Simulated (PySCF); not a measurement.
# InSb (triplet) with other numerical set-ups

Which parts of the numerical set-up matter for InSb (triplet)? Each run edits the base script.

Method: method and basis as typed in the scripts; program: PySCF 2.14.0.

12 further runs of the same task are left out: 1 for a known fault of the program, 11 that didn't finish.

## Step 1: The system as given

InSb (triplet): 2 atoms, charge 0, spin multiplicity 3.

Bond lengths: In1–Sb2 2.893 Å.

## Step 2: Base script

input.py

```python
from pyscf import gto, dft

mol = gto.M(
    atom='In 0 0 0; Sb 0 0 2.893',
    basis='lanl2dz',
    ecp={'In': 'lanl2dz', 'Sb': 'lanl2dz'},
    charge=0,
    spin=2,
    symmetry=True,
    verbose=4,
)
mf = dft.UKS(mol, xc='pbesol')
mf.kernel()
mf.mulliken_pop()
mf.dip_moment()
print('orbital energies (hartree):', [e[max(0, n-3):n+3].round(4) for e, n in zip(mf.mo_energy, mol.nelec)])
```

Run with:

```bash
> OMP_NUM_THREADS=1 python input.py
```

The log of this run is left out.

In short: E(SCF) = -7.244911 Eh, 10 cycles, ⟨S²⟩ = 2.004, μ = 1.76 D.

The bond length is a typed value, not an optimised one. The triplet is typed in the script; nothing here shows that it is the ground state.

## Step 3: Integration grid 0

Edit 1 changes integration grid: default → 0.

input.py

```python
from pyscf import gto, dft

mol = gto.M(
    atom='In 0 0 0; Sb 0 0 2.893',
    basis='lanl2dz',
    ecp={'In': 'lanl2dz', 'Sb': 'lanl2dz'},
    charge=0,
    spin=2,
    symmetry=True,
    verbose=4,
)
mf = dft.UKS(mol, xc='pbesol')
mf.grids.level = 0
mf.kernel()
mf.mulliken_pop()
mf.dip_moment()
print('orbital energies (hartree):', [e[max(0, n-3):n+3].round(4) for e, n in zip(mf.mo_energy, mol.nelec)])
```

Run with:

```bash
> OMP_NUM_THREADS=1 python input.py
```

## Step 4: Density fitting weigend

Edit 2 changes density fitting: none → weigend.

input.py: that of step 2 with these lines changed.

```diff
@@ -12,2 +12,3 @@
 mf = dft.UKS(mol, xc='pbesol')
+mf = mf.density_fit(auxbasis='weigend')
 mf.kernel()
```

Q: Predict the outcome of this session. Wanted: for each run, E(SCF); from base; gap, α spin; SCF dipole.

**Answer**, as computed:

| run | E(SCF) (hartree) | from base (eV) | cycles | gap, α spin (eV) | SCF dipole (D) | functions |
| --- | --- | --- | --- | --- | --- | --- |
| base | -7.244911 | 0 | 10 | 2.13 | 1.76 | 16 |
| integration grid 0 | -7.244866 | +0.0012 | 10 | 2.13 | 1.76 | 16 |
| density fitting weigend | -7.244954 | not comparable | 10 | 2.13 | 1.76 | 16 |

**Reading.** Rows marked «poor choice» come from settings spoiled on purpose.
